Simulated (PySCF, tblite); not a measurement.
# C4H3FNSe radical: geometry, infrared bands and EPR parameters

Aim: predict the infrared bands and EPR parameters of C4H3FNSe radical (`[NH]c1c[se]cc1F`).

The runs use tblite 0.8.0 and PySCF 2.14.0, with density-fitted response routines of our own; the level of theory stands in each step. All values are computed, except where a source is named. Atoms count from 0, in the outputs and in this text.

**1. The molecule as given**

10 atoms, charge 0, multiplicity 2; geometry from: force field or distance geometry start.

Bonds of the start (Å): N0–C1 1.44, C1–C2 1.37, C2–Se3 2.00, Se3–C4 1.87, C4–C5 1.36, C5–F6 1.39, C5–C1 1.34, N0–H7 1.05, C2–H8 1.08, C4–H9 1.08.

**2. Relaxing the molecule with GFN2-xTB**

The job: settings as JSON, then the geometry in Å.

```
{"job": {"kind": "relax", "xc": "GFN2-xTB", "basis": "xTB"}, "charge": 0, "multiplicity": 2}
N     -2.034100     0.313200     0.206500
C     -0.661900    -0.106200     0.087800
C     -0.335900    -1.438500     0.008800
Se     1.648900    -1.613800    -0.137800
C      1.622100     0.251700    -0.017400
C      0.362700     0.764000     0.079000
F      0.169500     2.138000     0.165500
H     -2.288100     1.153000    -0.370900
H     -1.016900    -2.270600     0.003200
H      2.542600     0.813800    -0.047200
```

Launch:

```bash
> OMP_NUM_THREADS=1 python probes_run.py task.json out
```

This one command runs all jobs of the session in turn.

**Question.** This job is followed by: GFN2-xTB harmonic vibrations, gas phase; UKS B3LYP, def2-TZVP-core on Se, pcH-1 on C F H N, non-relativistic, mean-field spin-orbit, GIAO. What will the session give for the following? strongest single infrared mode (GFN2-xTB); zero-point energy (GFN2-xTB); g(iso) (B3LYP); ⟨S²⟩; largest a(iso); surface potential, 1st and 99th percentile.

As calculated:

| quantity | value |
| --- | --- |
| strongest single infrared mode (GFN2-xTB) | 1065 cm⁻¹, 85 km/mol |
| zero-point energy (GFN2-xTB) | 36.9 kcal/mol |
| g(iso) (B3LYP) | 2.01003 |
| ⟨S²⟩ | 0.774 (exact 0.75) |
| largest a(iso) | 13C on C2, 49.4 MHz |
| surface potential, 1st and 99th percentile | -1.78 V and 1.49 V |

**Reading.** Relaxing lowered the energy by 1.108 eV in 35 steps; the close pair that moved most is C2–Se3, from 1.998 to 1.823 Å. No mode is imaginary among the 24: a minimum at this level. The strongest single mode, at 1065 cm⁻¹, moves mainly H9. GFN2-xTB is a fitted tight-binding method: band positions and strengths are rough. Its intensities can rank the bands wrongly. The largest spin populations lie on N0 (0.55 e), C2 (0.51 e). The isotropic g lies 7.7 ppt above the free-electron value. The hyperfine terms hold no scalar relativity, which the heavier nuclei need.
